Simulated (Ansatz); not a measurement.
**Sr: a strain scan**

This session takes Sr and sets out to strain the cell along the Voigt pattern (1, -1, 0, 0, 0, 0).

The COD cell was measured well above room temperature, so it is larger than a cold one.

Computed with Ansatz 0.2.0 (DFT r2SCAN, scalar-relativistic, plane waves, PAW, unless a step's input says otherwise).

### 1 The structure to begin with

Symmetry: Im-3m, No. 229, cubic system. Conventional cell: a = 4.850 Å, b = 4.850 Å, c = 4.850 Å, α = 90.00°, β = 90.00°, γ = 90.00°. Around Sr (site symmetry m-3m) lie 8 Sr at 4.20 Å.

As a file:

```
CELL_PARAMETERS angstrom
-2.42500 2.42500 2.42500
2.42500 -2.42500 2.42500
2.42500 2.42500 -2.42500
ATOMIC_POSITIONS crystal
Sr 0.00000 0.00000 0.00000
```

The cell is taken as given, not relaxed at this level.

### 2 The reference cell

The reference gives a free energy of -3555.1104 eV, pressure -0.20 GPa, largest force 0.000 eV/Å and gap on the mesh none (metal). It was computed beforehand with the settings of the runs below.

### 3 The scan: a strain scan

The cell is strained by ε times the Voigt pattern (1, -1, 0, 0, 0, 0) (xx, yy, zz, yz, xz, xy; engineering shear), with fractional coordinates fixed (clamped ions). The stress on the pattern is the sum of the stress components weighted by it, tension positive.

### 4 Point ε = -0.1000

Contents of input.yaml:

```yaml
crystal:
  lattice:
    - [-2.1825, 2.6675, 2.425]
    - [2.1825, -2.6675, 2.425]
    - [2.1825, 2.6675, -2.425]
  atoms:
    - { symbol: Sr, position: [0.0, 0.0, 0.0] }
basis:
  ecutwfc: 500
kpoints:
  mp_grid: { grid: [14, 14, 14] }
hamiltonian:
  xc: r2scan
scf:
  occupations: { method: gaussian, width: 0.15 }
output:
  forces: true
  stress: true
  eigenvalues: true
```

On the command line:

```bash
ansatz run input.yaml --threads 1 --pin off --max-ram 2560MiB --backend cpu --events-out ev --progress --plain --runs-dir out
```

### 5 Point ε = 0.0750

input.yaml: that of step 4 with these lines changed.

```diff
@@ -2,5 +2,5 @@
   lattice:
-    - [-2.1825, 2.6675, 2.425]
-    - [2.1825, -2.6675, 2.425]
-    - [2.1825, 2.6675, -2.425]
+    - [-2.606875, 2.243125, 2.425]
+    - [2.606875, -2.243125, 2.425]
+    - [2.606875, 2.243125, -2.425]
   atoms:
@@ -19 +19,5 @@
   eigenvalues: true
+  write_density: true
+  write_potential: true
+  elf: true
+  volumetric_format: npy
```

### 6 ε = -0.0500

input.yaml: that of step 5 with these lines changed.

```diff
@@ -2,5 +2,5 @@
   lattice:
-    - [-2.606875, 2.243125, 2.425]
-    - [2.606875, -2.243125, 2.425]
-    - [2.606875, 2.243125, -2.425]
+    - [-2.30375, 2.54625, 2.425]
+    - [2.30375, -2.54625, 2.425]
+    - [2.30375, 2.54625, -2.425]
   atoms:
```

### 7 ε = 0.0250

Contents of input.yaml:

```yaml
crystal:
  lattice:
    - [-2.485625, 2.364375, 2.425]
    - [2.485625, -2.364375, 2.425]
    - [2.485625, 2.364375, -2.425]
  atoms:
    - { symbol: Sr, position: [0.0, 0.0, 0.0] }
basis:
  ecutwfc: 500
kpoints:
  mp_grid: { grid: [14, 14, 14] }
hamiltonian:
  xc: r2scan
scf:
  occupations: { method: gaussian, width: 0.15 }
output:
  forces: true
  stress: true
  eigenvalues: true
```

### 8 At ε = 0.0875

input.yaml: that of step 7 with these lines changed.

```diff
@@ -2,5 +2,5 @@
   lattice:
-    - [-2.485625, 2.364375, 2.425]
-    - [2.485625, -2.364375, 2.425]
-    - [2.485625, 2.364375, -2.425]
+    - [-2.6371875, 2.2128125, 2.425]
+    - [2.6371875, -2.2128125, 2.425]
+    - [2.6371875, 2.2128125, -2.425]
   atoms:
```

### 9 ε = 0.0625

input.yaml: that of step 8 with these lines changed.

```diff
@@ -2,5 +2,5 @@
   lattice:
-    - [-2.6371875, 2.2128125, 2.425]
-    - [2.6371875, -2.2128125, 2.425]
-    - [2.6371875, 2.2128125, -2.425]
+    - [-2.5765625, 2.2734375, 2.425]
+    - [2.5765625, -2.2734375, 2.425]
+    - [2.5765625, 2.2734375, -2.425]
   atoms:
```

### 10 Point ε = 0.0375

input.yaml: that of step 9 with these lines changed.

```diff
@@ -2,5 +2,5 @@
   lattice:
-    - [-2.5765625, 2.2734375, 2.425]
-    - [2.5765625, -2.2734375, 2.425]
-    - [2.5765625, 2.2734375, -2.425]
+    - [-2.5159375, 2.3340625, 2.425]
+    - [2.5159375, -2.3340625, 2.425]
+    - [2.5159375, 2.3340625, -2.425]
   atoms:
```

### 11 ε = 0.0125

input.yaml: that of step 10 with these lines changed.

```diff
@@ -2,5 +2,5 @@
   lattice:
-    - [-2.5159375, 2.3340625, 2.425]
-    - [2.5159375, -2.3340625, 2.425]
-    - [2.5159375, 2.3340625, -2.425]
+    - [-2.4553125, 2.3946875, 2.425]
+    - [2.4553125, -2.3946875, 2.425]
+    - [2.4553125, 2.3946875, -2.425]
   atoms:
```

(Steps that only read results are left out.)

Before running it: what results should come out? Wanted: slope of the stress at ε = 0, from the points at -0.0500, 0 and 0.0125.

As calculated:

```
                                                              quantity  value
slope of the stress at ε = 0, from the points at -0.0500, 0 and 0.0125  0 GPa
```

In words: The slope of the stress at zero strain, 0 GPa, estimates C11 + C22 − 2 C12 with clamped ions in this Cartesian frame. The step is wide, so higher orders mix in. The undisturbed cell stays the lowest of the sampled points.
